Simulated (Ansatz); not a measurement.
# ScGa2AsP2: the cost of one run

Computed with Ansatz 0.2.0 (DFT PBE, scalar-relativistic, plane waves, PAW, unless a step's input says otherwise).

### 1 The system as given

Symmetry: P4/mmm, No. 123, tetragonal system. Conventional cell: a = 4.061 Å, b = 4.061 Å, c = 8.287 Å, α = 90.00°, β = 90.00°, γ = 90.00°. Sc (site symmetry 4/mmm) has 4 Ga at 2.87 Å in its first shell of neighbours. Around Ga (site symmetry 4/mmm) lie 4 P at 2.03 Å. Around Ga (site symmetry 4/mmm) lie 4 Sc at 2.87 Å. P (site symmetry mmm) has 2 Ga at 2.03 Å and 2 As at 2.03 Å in its first shell of neighbours. Around As (site symmetry 4/mmm) lie 4 P at 2.03 Å.

Structure file:

```cif
data_structure
_symmetry_space_group_name_H-M 'P4/mmm'
_symmetry_Int_Tables_number 123
_cell_length_a 4.0611
_cell_length_b 4.0611
_cell_length_c 8.2869
_cell_angle_alpha 90.000
_cell_angle_beta 90.000
_cell_angle_gamma 90.000
_cell_volume 136.67
loop_
_atom_site_label
_atom_site_type_symbol
_atom_site_symmetry_multiplicity
_atom_site_Wyckoff_symbol
_atom_site_fract_x
_atom_site_fract_y
_atom_site_fract_z
_atom_site_occupancy
Sc1 Sc 1 a 0.00000 0.00000 0.00000 1
Ga1 Ga 1 b 0.00000 0.00000 0.50000 1
Ga2 Ga 1 c 0.50000 0.50000 0.00000 1
P1 P 2 e 0.00000 0.50000 0.50000 1
As1 As 1 d 0.50000 0.50000 0.50000 1
```

Recipe of the guess: random cell by space group and Wyckoff sites (P4/mmm, No. 123). The dimensions are guesses.

### 2 A first look at the guess

The input, input.yaml:

```yaml
crystal:
  lattice:
    - [4.06110612, 0.0, 0.0]
    - [0.0, 4.06110612, 0.0]
    - [0.0, 0.0, 8.28685586]
  atoms:
    - { symbol: Sc, position: [0.0, 0.0, 0.0] }
    - { symbol: Ga, position: [0.0, 0.0, 0.5] }
    - { symbol: Ga, position: [0.5, 0.5, 0.0] }
    - { symbol: P, position: [0.0, 0.5, 0.5] }
    - { symbol: P, position: [0.5, 0.0, 0.5] }
    - { symbol: As, position: [0.5, 0.5, 0.5] }
basis:
  ecutwfc: 420
kpoints:
  mp_grid: { grid: [4, 4, 2] }
hamiltonian:
  xc: pbe
scf:
  occupations: { method: gaussian, width: 0.1 }
  lower_state_search: "off"
output:
  forces: true
  stress: true
  eigenvalues: true
```

Started as:

```console
$ ansatz run input.yaml --threads 1 --pin off --max-ram 2560MiB --backend cpu --events-out ev --progress --plain --runs-dir out
```

Q: Estimate wall time and peak memory on 1 thread of Intel Xeon at 2.50GHz (Skylake/Cascade Lake), shared host.

About 9.7 s, with a peak of 0.46 GiB.
